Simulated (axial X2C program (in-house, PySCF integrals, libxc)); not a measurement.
# A two-component session on OBe⁺: properties at the nuclei

Wanted for OBe⁺: properties at the nuclei, at the two-component level.

The runs use an in-house X2C program for linear molecules on PySCF integrals; two-component X2C with atomic mean-field terms, O dyall-av3z, Be dyall-cv3z.

All values are calculated.

### Step 1. The job

File task.json:

```json
{
 "zs": [
  8,
  4
 ],
 "q": 1,
 "bas": [
  "dyall-av3z",
  "dyall-cv3z"
 ],
 "r0": 1.47,
 "levels": [
  "PBE0",
  "HF",
  "LDA",
  "PBE",
  "r2SCAN"
 ],
 "nst": 3
}
```

Keys: zs atomic numbers; q charge; bas basis sets; r0 starting distance in Å; levels methods (HF also brings MP2); nst determinants followed.

On the command line:

```bash
$ python soeom.py task.json out
```

Further steps of the session: Expectation values, lowest determinant; Expectation values, a higher determinant.

Before running it: what results should come out? Wanted: lowest determinant; Eeff magnitude; Ws magnitude O; A∥/gI O; qzz O; higher determinant (for each run or level that gives them).

The runs gave:

```
                                        quantity                                    value
                              lowest determinant  Ω = 3/2 (excess of +ω over −ω: ω = 3/2)
                    Eeff magnitude (GV/cm), PBE0                                 0.000849
                      Ws magnitude O (kHz), PBE0                                  0.00015
                             A∥/gI O (MHz), PBE0                                      194
                              qzz O (a.u.), PBE0                                    -1.28
                              higher determinant  Ω = 1/2 (excess of +ω over −ω: ω = 1/2)
Eeff magnitude (GV/cm), PBE0, higher determinant                                 0.000335
  Ws magnitude O (kHz), PBE0, higher determinant                                 2.94e-06
         A∥/gI O (MHz), PBE0, higher determinant                                      925
          qzz O (a.u.), PBE0, higher determinant                                    -1.29
```

What this shows: In the first state, the effective field runs from 0.000489 to 0.00197 GV/cm over the mean-field levels, so the levels don't agree on it. The expectation values come from single determinants, which for open shells can mix terms of unlike spin or miss the lowest Ω, so a determinant need not be a state. Eeff is the effective electric field on the electron dipole moment in this Ω state and Ws the scalar–pseudoscalar constant (defined with the proton number Z and per Ω); A∥ is the parallel hyperfine constant, which follows by multiplying with the nuclear g factor gI = μI/(I μN); qzz is the electric field gradient, eQq0 = 234.96 MHz × Q/barn × qzz. The operators were transformed with the bare-nucleus X2C matrices. A second determinant lies within 0.1 eV of the first, so their order is not settled at this level.
